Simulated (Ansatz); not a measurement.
**C2F4O (SMILES O=C(F)C(F)(F)F): B3LYP/6-31G(d) (spherical functions)**

What is the electronic atomisation energy of C2F4O at B3LYP/6-31G* (spherical functions)? 

Program for the calculation: Ansatz 0.2.0.

51 further runs of the same task are left out: 51 set aside as unsound or not needed.

## 1. The structure to begin with

C2F4O: 7 atoms, total charge 0, spin state singlet. As SMILES, `O=C(F)C(F)(F)F`. The coordinates come from a PBE0-D4/def2-TZVP relaxation.

Bond lengths: O1–C2 1.172 Å, C2–F3 1.326 Å, C2–C4 1.542 Å, C4–F5 1.330 Å, C4–F6 1.330 Å, C4–F7 1.318 Å. Angles: O1–C2–F3 124.0°, O1–C2–C4 126.4°, F3–C2–C4 109.5°, C2–C4–F5 109.8°, C2–C4–F6 109.8°, C2–C4–F7 110.2°, F5–C4–F6 108.7°, F5–C4–F7 109.1°, F6–C4–F7 109.1°.

## 2. The energy at B3LYP/6-31G(d) (spherical functions)

Contents of input.yaml:

```yaml
crystal:
  periodic: [false, false, false]
  atoms:
    - {symbol: O, position_ang: [1.061180, -1.396170, 0.701140]}
    - {symbol: C, position_ang: [0.088980, -0.798110, 0.435150]}
    - {symbol: F, position_ang: [-1.136840, -1.201010, 0.739860]}
    - {symbol: C, position_ang: [0.018150, 0.551850, -0.306440]}
    - {symbol: F, position_ang: [-0.697880, 0.418270, -1.418740]}
    - {symbol: F, position_ang: [-0.564330, 1.461580, 0.468830]}
    - {symbol: F, position_ang: [1.230750, 0.963590, -0.619810]}
basis:
  gaussian:
    orbitals: 6-31G_st_-spherical.json
total_charge: 0
hamiltonian:
  xc: {name: B3LYP}
accuracy: high
output:
  orbitals: {seedname: orbitals}
```

The basis set 6-31G* is read from a file made from the Basis Set Exchange's data (not shown).

Started as:

```sh
$ ansatz run input.yaml --threads 1 --pin off --max-ram 3480MiB --events-out events.jsonl --progress --plain --runs-dir runs
```

The program printed:

```text
Warning: RAYON_NUM_THREADS=1 ignored (pool sized by the plan → 1); use --threads N
Functional definition: B3LYP
  name "B3LYP"
  parameter a0 = 0.2
  parameter ax = 0.72
  parameter ac = 0.81
  exchange = (1 - a0 - ax)*slater_x + ax*b88_x + a0*exact_x
  correlation = (1 - ac)*vwn_rpa_c + ac*lyp_c
2222 factors; integrals over basis functions are off by at most 3.1e-9 eV
mean field evaluation 1: about -14981.6139 eV, gradient 6.0e1 eV
mean field evaluation 2: about -14963.7347 eV, gradient 1.2e2 eV
mean field evaluation 4: about -14987.2196 eV, gradient 6.5e0 eV
mean field evaluation 8: about -14987.5204 eV, gradient 2.2e-1 eV
mean field evaluation 16: about -14987.5205 eV, gradient 6.0e-5 eV
mean field -14987.52052954 eV, -550.7812205542 hartree, gradient 1.2e-8 eV, S^2 0.000000; 0 other end points of the search recorded, 0 dependent functions left out
reference -14987.52055210 eV, -550.7812213832 hartree; 28, 28 occupied and 70, 70 virtual orbitals, 2222 factors
Total energy: -14987.52055210 eV, -550.7812213832 hartree
```

Wall time 8.1 s (1 thread of Arm Neoverse V2, shared host); peak memory 0.37 GiB.

## 3. The C atom, same level

Contents of job.yaml:

```yaml
crystal:
  periodic: [false, false, false]
  atoms:
    - {symbol: C, position_ang: [0.000000, 0.000000, 0.000000]}
basis:
  gaussian: {orbitals: 6-31G_st_-spherical.json}
magnetization: {spin_polarized: true, initial_magnetization: 2}
hamiltonian: {xc: {name: B3LYP}}
accuracy: high
```

The basis set 6-31G* is read from a file made from the Basis Set Exchange's data (not shown).

Started as:

```sh
$ ansatz run job.yaml --threads 1 --pin off --max-ram 3480MiB --events-out events.jsonl --progress --plain --runs-dir runs
```

The program printed, shortened:

```text
Warning: RAYON_NUM_THREADS=1 ignored (pool sized by the plan → 1); use --threads N
[... 7 set-up lines as earlier in the session ...]
96 factors; integrals over basis functions are off by at most 1.1e-9 eV
mean field evaluation 1: about -1029.7320 eV, gradient 3.6e0 eV
mean field evaluation 2: about -1029.7994 eV, gradient 1.0e0 eV
mean field evaluation 4: about -1029.8062 eV, gradient 2.3e-1 eV
mean field evaluation 8: about -1029.8066 eV, gradient 6.7e-6 eV
mean field -1029.80656969 eV, -37.8446934081 hartree, gradient 9.8e-9 eV, S^2 2.001951; 0 other end points of the search recorded, 0 dependent functions left out
reference -1029.80658741 eV, -37.8446940593 hartree; 4, 2 occupied and 10, 12 virtual orbitals, 96 factors
Total energy: -1029.80658741 eV, -37.8446940593 hartree
```

Wall time 0.26 s (1 thread of Arm Neoverse V2, shared host).

## 4. The F atom at the same level

Contents of in.yaml:

```yaml
crystal:
  periodic: [false, false, false]
  atoms:
    - {symbol: F, position_ang: [0.000000, 0.000000, 0.000000]}
basis:
  gaussian:
    orbitals: 6-31G_st_-spherical.json
magnetization:
  spin_polarized: true
  initial_magnetization: 1
hamiltonian:
  xc: {name: B3LYP}
accuracy: high
```

The basis set 6-31G* is read from a file made from the Basis Set Exchange's data (not shown).

Run the same way, it converges to -99.71458 Eh (log not shown).

## 5. The O atom, same level

Contents of run.yaml:

```yaml
crystal:
  periodic: [false, false, false]
  atoms:
    - {symbol: O, position_ang: [0.000000, 0.000000, 0.000000]}
basis:
  gaussian:
    orbitals: 6-31G_st_-spherical.json
accuracy: high
total_charge: 0
magnetization:
  spin_polarized: true
  initial_magnetization: 2
hamiltonian:
  xc: {name: B3LYP}
```

The basis set 6-31G* is read from a file made from the Basis Set Exchange's data (not shown).

Run the same way, it converges to -75.05940 Eh (log not shown).

## 6. Outcome

Level: B3LYP/6-31G* (spherical functions).

| quantity | value |
| --- | --- |
| molecule: total energy | -550.78122 Eh |
| molecule: HOMO energy | -9.31 eV |
| molecule: LUMO energy | -1.58 eV |
| molecule: HOMO–LUMO gap | 7.74 eV |
| C atom: total energy | -37.84469 Eh |
| C atom: ⟨S²⟩ | 2.002 |
| F atom: total energy | -99.71458 Eh |
| F atom: ⟨S²⟩ | 0.751 |
| O atom: total energy | -75.05940 Eh |
| O atom: ⟨S²⟩ | 2.002 |
| electronic atomisation energy | 31.949 eV |

In words: Taking the molecule apart into free atoms costs 31.95 eV (737 kcal/mol), before zero-point energy and without spin-orbit coupling.
